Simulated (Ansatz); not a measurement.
# USVWN5/cc-pVDZ run of SiHCl2O2 (SMILES [O][Si](O)(Cl)Cl)

What is the energy change on altering one bond length of SiHCl2O2 at USVWN5/cc-pVDZ? 

Program for the calculation: Ansatz 0.2.0.

58 further runs of the same task are left out: 7 that didn't finish, 51 set aside as unsound or not needed. Runs told in other sessions of the task aren't counted.

### 1 The system as given

SiHCl2O2: 6 atoms, total charge 0, spin state doublet. SMILES: `[O][Si](O)(Cl)Cl`. The shape is that of a PBE0-D4/def2-TZVP optimisation. This is one conformer, not always the lowest.

Bond lengths: O1–Si2 1.648 Å, Si2–O3 1.616 Å, Si2–Cl4 2.015 Å, Si2–Cl5 2.031 Å, O3–H6 0.960 Å. Angles: O1–Si2–O3 113.7°, O1–Si2–Cl4 113.2°, O1–Si2–Cl5 98.7°, O3–Si2–Cl4 105.7°, O3–Si2–Cl5 114.0°, Cl4–Si2–Cl5 111.7°, Si2–O3–H6 117.6°.

### 2 The energy at USVWN5/cc-pVDZ

molecule.yaml

```yaml
basis:
  gaussian: {orbitals: cc-pVDZ}
crystal:
  periodic: [false, false, false]
  atoms:
    - symbol: O
      position_ang: [-1.226100, 0.180900, 1.211600]
    - symbol: Si
      position_ang: [-0.270900, 0.041200, -0.123700]
    - symbol: O
      position_ang: [1.051900, -0.855800, 0.114900]
    - symbol: Cl
      position_ang: [-1.218400, -0.789200, -1.696000]
    - symbol: Cl
      position_ang: [0.111400, 2.012000, -0.434200]
    - symbol: H
      position_ang: [1.594100, -0.653200, 0.881200]
magnetization: {spin_polarized: true, initial_magnetization: 1}
hamiltonian: {xc: {name: SVWN5}}
accuracy: high
output: {orbitals: {seedname: orbitals}}
```

On the command line:

```
ansatz run molecule.yaml --threads 1 --pin off --max-ram 3480MiB --events-out events.jsonl --progress --plain --runs-dir runs
```

Output:

```text
Warning: RAYON_NUM_THREADS=1 ignored (pool sized by the plan → 1); use --threads N
Functional definition: SVWN5
  name "SVWN5"
  exchange = slater_x
  correlation = vwn5_c
1913 factors; integrals over basis functions are off by at most 3.6e-9 eV
mean field evaluation 1: about -36878.4592 eV, gradient 6.0e1 eV
mean field evaluation 2: about -36671.0366 eV, gradient 1.6e2 eV
mean field evaluation 4: about -36888.8642 eV, gradient 3.9e1 eV
mean field evaluation 8: about -36894.8903 eV, gradient 7.4e-1 eV
mean field evaluation 16: about -36894.8877 eV, gradient 3.1e-3 eV
mean field evaluation 32: about -36891.6633 eV, gradient 1.6e1 eV
mean field -36894.88770027 eV, -1355.8621147320 hartree, gradient 6.1e-8 eV, S^2 0.752354; 6 other end points of the search recorded, 0 dependent functions left out
reference -36894.88770315 eV, -1355.8621148377 hartree; 33, 32 occupied and 54, 55 virtual orbitals, 1913 factors
Total energy: -36894.88770315 eV, -1355.8621148377 hartree
```

Wall time 10 s (1 thread of Arm Neoverse V2, shared host); peak memory 0.27 GiB.

### 3 The distorted shape, same level

input.yaml

```yaml
crystal:
  periodic: [false, false, false]
  atoms:
    - {symbol: O, position_ang: [-0.089089, 1.177390, 3.098379]}
    - {symbol: Si, position_ang: [0.866111, 1.037690, 1.763079]}
    - {symbol: O, position_ang: [2.188911, 0.140690, 2.001679]}
    - {symbol: Cl, position_ang: [-1.218400, -0.789200, -1.696000]}
    - {symbol: Cl, position_ang: [1.248411, 3.008490, 1.452579]}
    - {symbol: H, position_ang: [2.731111, 0.343290, 2.767979]}
basis:
  gaussian:
    orbitals: cc-pVDZ
accuracy: high
output: {orbitals: {seedname: orbitals}}
magnetization:
  spin_polarized: true
  initial_magnetization: 1
hamiltonian:
  xc: {name: SVWN5}
```

On the command line:

```
ansatz run input.yaml --threads 1 --pin off --max-ram 3480MiB --events-out events.jsonl --progress --plain --runs-dir runs
```

Output (excerpt; [...] marks lines left out):

```text
Warning: RAYON_NUM_THREADS=1 ignored (pool sized by the plan → 1); use --threads N
Functional definition: SVWN5
  name "SVWN5"
[...]
1838 factors; integrals over basis functions are off by at most 3.4e-9 eV
[...]
mean field -36891.01814518 eV, -1355.7199112052 hartree, gradient 2.1e-8 eV, S^2 0.757844; 10 other end points of the search recorded, 0 dependent functions left out
reference -36891.01814855 eV, -1355.7199113290 hartree; 33, 32 occupied and 54, 55 virtual orbitals, 1838 factors
Total energy: -36891.01814855 eV, -1355.7199113290 hartree
```

Wall time 31 s (1 thread of Arm Neoverse V2, shared host); peak memory 0.25 GiB.

### 4 Results

Level: USVWN5/cc-pVDZ.

```
                                                           quantity           value
                                          first shape: total energy  -1355.86211 Eh
                    first shape: HOMO energy (highest over α and β)        -7.25 eV
                     first shape: LUMO energy (lowest over α and β)        -7.03 eV
                                                  first shape: ⟨S²⟩           0.752
                                      distorted shape: total energy  -1355.71991 Eh
                distorted shape: HOMO energy (highest over α and β)        -6.88 eV
                                              distorted shape: ⟨S²⟩           0.758
energy change with the Si2–Cl4 bond stretched from 2.015 to 4.433 Å        3.870 eV
```

What this shows: With the Si2–Cl4 bond stretched from 2.015 to 4.433 Å the energy rises by 3.87 eV (373 kJ/mol). The first shape isn't relaxed at this level, so the change isn't measured from a minimum.
